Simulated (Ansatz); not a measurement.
H₅O₂SSbSi, SMILES [OH][Sb]([OH])[SiH2]S, a single point in a Gaussian basis

With the Ansatz DFT code, driven from Python.

The cells in order, each with its output:

In [1]:
```python
from pathlib import Path

import ansatz as az
import numpy as np
```

In [2]:
```python
BASIS = "def2-SVP"
XC = "pbe"
VDW = "d4"
```

In [3]:
```python
molecule = (
    az.Crystal.molecule()
    .atom("O", [1.3868, -0.6434, 2.0771])
    .atom("Sb", [0.7391, 0.9249, 0.8753])
    .atom("O", [-1.1101, 0.9896, 1.7464])
    .atom("Si", [-0.0147, -0.6631, -0.885])
    .atom("S", [-1.3923, 0.3599, -2.2472])
    .atom("H", [2.1802, -0.9034, 1.6532])
    .atom("H", [-1.5976, 1.5606, 1.1673])
    .atom("H", [-0.7867, -1.7521, -0.2401])
    .atom("H", [1.0586, -1.2043, -1.5841])
    .atom("H", [-0.3802, 1.2801, -2.56])
)
```

In [4]:
```python
job = (
    molecule.calculation()
    .basis(gaussian=BASIS)
    .functional(XC, dispersion=VDW)
    .forces()
    .orbitals()
)
result = job.run(runs_dir="out")
r = result.report
```

In [5]:
```python
r["free_energy_ev"]
```
Out [5]:
```text
-29404.565718109527
```

In [6]:
```python
type(result).__name__, type(r).__name__
```
Out [6]:
```text
('RunOutcome', 'dict')
```

In [7]:
```python
r["mean_field"]["state"]["spin_squared"]
```
Out [7]:
```text
5.684341886080802e-14
```

In [8]:
```python
for key in ("converged", "free_energy_ev", "reference_energy_ev", "n_frozen", "n_occupied", "n_virtual"):
    print(f"{key:22s} {r[key]}")
```
```text
converged              True
free_energy_ev         -29404.565718109527
reference_energy_ev    -29404.264921743583
n_frozen               0
n_occupied             [37, 37]
n_virtual              [78, 78]
```

In [9]:
```python
state = r["mean_field"]["state"]
print(f"mean field: {state['energy']['hartree']:.7f} Ha, <S^2> = {abs(state['spin_squared']):.4f}, stability: {state.get('stability', {}).get('kind')}")
```
```text
mean field: -1080.5868049 Ha, <S^2> = 0.0000, stability: minimum
```

In [10]:
```python
symbols = [site.symbol for site in molecule.cartesian_sites]
forces = np.array(r["forces_ev_ang"])
print("largest force", round(float(np.linalg.norm(forces, axis=1).max()), 4), "eV/A, rms", round(float(np.sqrt((forces ** 2).mean())), 4))
```
```text
largest force 2.6334 eV/A, rms 1.0889
```

In [11]:
```python
charges = r["charge_distribution"]
dipole = np.array(charges["dipole_moment_e_ang"]) * 4.803205
print("dipole (D): {:.3f} {:.3f} {:.3f}, length {:.3f}".format(*dipole, np.linalg.norm(dipole)))
print("atom  Mulliken   Lowdin")
for symbol, m, l in zip(symbols, charges["mulliken_charges_e"], charges["lowdin_charges_e"]):
    print(f"{symbol:4s} {m:9.3f} {l:8.3f}")
```
```text
dipole (D): 2.322 1.637 -2.378, length 3.705
atom  Mulliken   Lowdin
O       -0.409   -0.059
Sb       0.584    0.327
O       -0.411   -0.059
Si       0.099   -0.008
S       -0.236    0.065
H        0.154   -0.076
H        0.161   -0.063
H        0.008   -0.044
H       -0.040   -0.083
H        0.089   -0.000
```

In [12]:
```python
lines = Path(r["orbitals_path"]).read_text().splitlines()
field_of = lambda key: [line.split("=")[1].strip() for line in lines if line.startswith(key)]
orbitals = [(27.211386 * float(e), s, float(n)) for e, s, n in zip(field_of("Ene="), field_of("Spin="), field_of("Occup="))]
homo = max(e for e, _, n in orbitals if n > 0.5)
lumo = min(e for e, _, n in orbitals if n < 0.5)
for e, spin, n in sorted(orbitals):
    if homo - 15 < e < lumo + 5:
        print(f"{spin:6s} {e:10.3f} eV  occupation {n:.0f}")
```
```text
Alpha     -18.219 eV  occupation 2
Alpha     -14.615 eV  occupation 2
Alpha     -12.793 eV  occupation 2
Alpha     -10.875 eV  occupation 2
Alpha     -10.615 eV  occupation 2
Alpha     -10.213 eV  occupation 2
Alpha      -8.930 eV  occupation 2
Alpha      -8.646 eV  occupation 2
Alpha      -8.291 eV  occupation 2
Alpha      -7.908 eV  occupation 2
Alpha      -7.218 eV  occupation 2
Alpha      -6.660 eV  occupation 2
Alpha      -6.405 eV  occupation 2
Alpha      -5.335 eV  occupation 2
Alpha      -2.477 eV  occupation 0
Alpha      -1.884 eV  occupation 0
Alpha      -0.603 eV  occupation 0
Alpha      -0.275 eV  occupation 0
Alpha       0.106 eV  occupation 0
Alpha       1.060 eV  occupation 0
Alpha       1.317 eV  occupation 0
Alpha       1.694 eV  occupation 0
Alpha       2.292 eV  occupation 0
```

The settings weren't tested for convergence. The geometry is a force-field or estimated start, not a minimum of this method, and the basis set is short of its limit. def2 sets replace the cores of elements past krypton by effective core potentials. The Löwdin charges here are taken after orthogonalising the functions within each atom; they differ from plain Löwdin charges, and their signs can be unphysical. Alpha marks a spatial orbital of a restricted run, filled by both spins. Total less reference energy is the dispersion correction. Levels such as HOMO and LUMO are orbital energies: with these approximate functionals they aren't the ionisation energy and electron affinity, and their gap isn't the fundamental gap. Hardware and time: 5.2 s on 1 thread of Arm Neoverse V1 (shared host), peak memory 0.23 GiB.

(Lines on the test bed's own set-up are left out of the output.)
